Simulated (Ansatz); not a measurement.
# Al15As14 zinc blende off sphere (Al₁₅As₁₄H₃₆−): geometry, orbitals and charge

Aim: characterise Al15As14 zinc blende off sphere (Al₁₅As₁₄H₃₆−) as a singlet: its structure, frontier levels and distribution of charge.

Method: RKS PBE0-D4/def2-SVP; program: Ansatz 0.2.0, Gaussian basis.

Plan: relaxation at PBE-D4/def2-SVP; a single point at PBE0-D4/def2-SVP.

1 further run of the same task is left out (set aside as unsound or not needed).

## Step 1: The system as given

65 atoms, charge -1, spin multiplicity 1.

Atoms are counted from 1 here; the program's logs count them from 0.

Bond lengths: As1–Al15 2.512 Å, As1–Al17 2.521 Å, As1–H30 1.523 Å, As1–H31 1.551 Å, As2–Al16 2.499 Å, As2–Al18 2.574 Å, As2–H32 1.521 Å, As2–H33 1.514 Å, As3–Al15 2.438 Å, As3–Al20 2.493 Å, As3–Al21 2.510 Å, As3–H34 1.550 Å, As4–Al19 2.458 Å, As4–Al20 2.463 Å, As4–Al22 2.509 Å, As4–H35 1.539 Å, As5–Al16 2.483 Å, As5–Al23 2.494 Å and more. Angles: Al15–As1–Al17 134.8°, Al15–As1–H30 92.4°, Al15–As1–H31 74.0°, Al17–As1–H30 113.6°, Al17–As1–H31 70.6°, H30–As1–H31 88.5°, Al16–As2–Al18 132.4°, Al16–As2–H32 103.6°, Al16–As2–H33 93.5°, Al18–As2–H32 109.7°, Al18–As2–H33 119.0°, H32–As2–H33 90.0°, Al15–As3–Al20 146.2°, Al15–As3–Al21 98.3°, Al15–As3–H34 100.7°, Al20–As3–Al21 65.9°, Al20–As3–H34 105.2°, Al21–As3–H34 79.9° and more.

The ion is computed in the gas phase, without counter-ions or solvent.

The start is a GFN2-xTB geometry.

## Step 2: Relaxation at PBE-D4/def2-SVP

in.yaml reads:

```yaml
crystal:
  periodic: [false, false, false]
  atoms:
    - {symbol: As, position_ang: [-3.267430, -1.213330, 2.698460]}
    - {symbol: As, position_ang: [-3.927920, 1.807990, -0.829610]}
    - {symbol: As, position_ang: [-1.489350, -4.668720, 1.003960]}
    - {symbol: As, position_ang: [1.282090, -4.088100, -0.928600]}
    - {symbol: As, position_ang: [-1.243790, 1.457260, -3.989220]}
    - {symbol: As, position_ang: [1.155170, -1.099270, -3.893380]}
    - {symbol: As, position_ang: [-1.577870, -1.246130, -1.058290]}
    - {symbol: As, position_ang: [-1.230460, 1.732840, 2.090160]}
    - {symbol: As, position_ang: [1.046640, -1.343370, 2.038030]}
    - {symbol: As, position_ang: [1.480010, 1.786850, -1.076530]}
    - {symbol: As, position_ang: [-1.720440, 4.189350, -0.930270]}
    - {symbol: As, position_ang: [1.460210, 4.141880, 2.273090]}
    - {symbol: As, position_ang: [3.776700, -1.403930, -0.788400]}
    - {symbol: As, position_ang: [4.018670, 1.015630, 1.940250]}
    - {symbol: Al, position_ang: [-2.736370, -2.600480, 0.672770]}
    - {symbol: Al, position_ang: [-2.870350, 0.296720, -2.515980]}
    - {symbol: Al, position_ang: [-3.347860, 1.257950, 3.188000]}
    - {symbol: Al, position_ang: [-2.965620, 3.154730, 1.141970]}
    - {symbol: Al, position_ang: [-0.065520, -2.707030, -2.450900]}
    - {symbol: Al, position_ang: [0.680410, -5.853740, 0.680240]}
    - {symbol: Al, position_ang: [0.401980, -3.736600, 2.365950]}
    - {symbol: Al, position_ang: [2.699970, -3.091120, 0.885130]}
    - {symbol: Al, position_ang: [0.062570, 0.201050, -5.701890]}
    - {symbol: Al, position_ang: [-0.135480, 3.083750, -2.491480]}
    - {symbol: Al, position_ang: [2.755720, 0.114070, -2.438850]}
    - {symbol: Al, position_ang: [0.088120, 0.134760, 0.280840]}
    - {symbol: Al, position_ang: [-0.981680, 4.007520, 2.904810]}
    - {symbol: Al, position_ang: [3.330560, -1.266190, 2.831200]}
    - {symbol: Al, position_ang: [2.883060, 2.830710, 0.656280]}
    - {symbol: H, position_ang: [-4.599260, -1.919890, 2.913350]}
    - {symbol: H, position_ang: [-3.903190, -0.470540, 1.493960]}
    - {symbol: H, position_ang: [-4.831790, 2.699080, -1.666970]}
    - {symbol: H, position_ang: [-5.087190, 0.867590, -0.578500]}
    - {symbol: H, position_ang: [-1.959600, -5.062540, 2.427460]}
    - {symbol: H, position_ang: [2.519220, -4.488370, -1.751110]}
    - {symbol: H, position_ang: [-2.236130, 2.469300, -4.600800]}
    - {symbol: H, position_ang: [2.231240, -2.055240, -4.446420]}
    - {symbol: H, position_ang: [-2.728500, 4.592770, -1.997710]}
    - {symbol: H, position_ang: [-1.098350, 5.571600, -1.038590]}
    - {symbol: H, position_ang: [0.741250, 4.458110, 0.949920]}
    - {symbol: H, position_ang: [2.173660, 5.490190, 2.173490]}
    - {symbol: H, position_ang: [4.495010, -2.292020, -1.791570]}
    - {symbol: H, position_ang: [5.049550, -0.564540, -0.635210]}
    - {symbol: H, position_ang: [5.479680, 1.423550, 1.850330]}
    - {symbol: H, position_ang: [3.906910, 1.714530, 3.283540]}
    - {symbol: H, position_ang: [-4.210570, -2.958360, 0.204360]}
    - {symbol: H, position_ang: [-4.092010, -0.280210, -3.331530]}
    - {symbol: H, position_ang: [-4.621200, 1.895830, 2.381730]}
    - {symbol: H, position_ang: [-3.581580, 1.437000, 4.728970]}
    - {symbol: H, position_ang: [-4.051190, 4.244850, 1.408440]}
    - {symbol: H, position_ang: [-0.942300, -3.722410, -3.294630]}
    - {symbol: H, position_ang: [0.779630, -7.246360, -0.050340]}
    - {symbol: H, position_ang: [0.989100, -6.118510, 2.245490]}
    - {symbol: H, position_ang: [2.175570, -4.098950, 2.322170]}
    - {symbol: H, position_ang: [0.036870, -3.926600, 3.896000]}
    - {symbol: H, position_ang: [3.903660, -4.116530, 0.641700]}
    - {symbol: H, position_ang: [-0.847250, -0.660750, -6.648540]}
    - {symbol: H, position_ang: [1.062360, 1.149570, -6.461540]}
    - {symbol: H, position_ang: [0.561650, 4.265440, -3.279340]}
    - {symbol: H, position_ang: [3.936130, 0.777810, -3.257560]}
    - {symbol: H, position_ang: [-1.013400, 4.278930, 4.453490]}
    - {symbol: H, position_ang: [-1.729090, 5.184570, 2.088380]}
    - {symbol: H, position_ang: [3.515100, -1.046820, 4.386300]}
    - {symbol: H, position_ang: [4.444150, -2.265510, 2.227640]}
    - {symbol: H, position_ang: [3.970100, 3.878370, 0.195900]}
basis:
  gaussian: {orbitals: def2-SVP, fitting: {mean_field: def2-universal-jkfit}}
total_charge: -1
hamiltonian: {xc: pbe, dispersion: d4}
scf: {lower_state_search: "off"}
output: {orbitals: {seedname: orbitals}}
relax: {f_tol: 0.03, max_steps: 70}
```

Started as:

```bash
> ansatz run in.yaml --threads 11 --pin off --events-out ev --progress --plain --max-ram 174080MiB --backend cuda --devices 0, --max-vram 75GiB
```

Further steps of the session: Single point, PBE0-D4/def2-SVP.

**Question.** What will the summary of the whole plan be? Wanted: point group; commonest bond, hydrogen aside; HOMO, LUMO at PBE0-D4/def2-SVP.

The runs gave:

| quantity | value |
| --- | --- |
| point group | C1 |
| commonest bond, hydrogen aside | Al–As, 40 of mean length 2.499 Å |
| HOMO, LUMO at PBE0-D4/def2-SVP | -4.39, 0.51 eV |

What this shows: The relaxation broke 4 and made 0 bonds, so the end is another structure than the start. No usable vibrations, so a minimum isn't proven. Whether this spin is the lowest isn't tested here. The point group is read from a loosely relaxed geometry; soft torsions can leave it below the true symmetry.
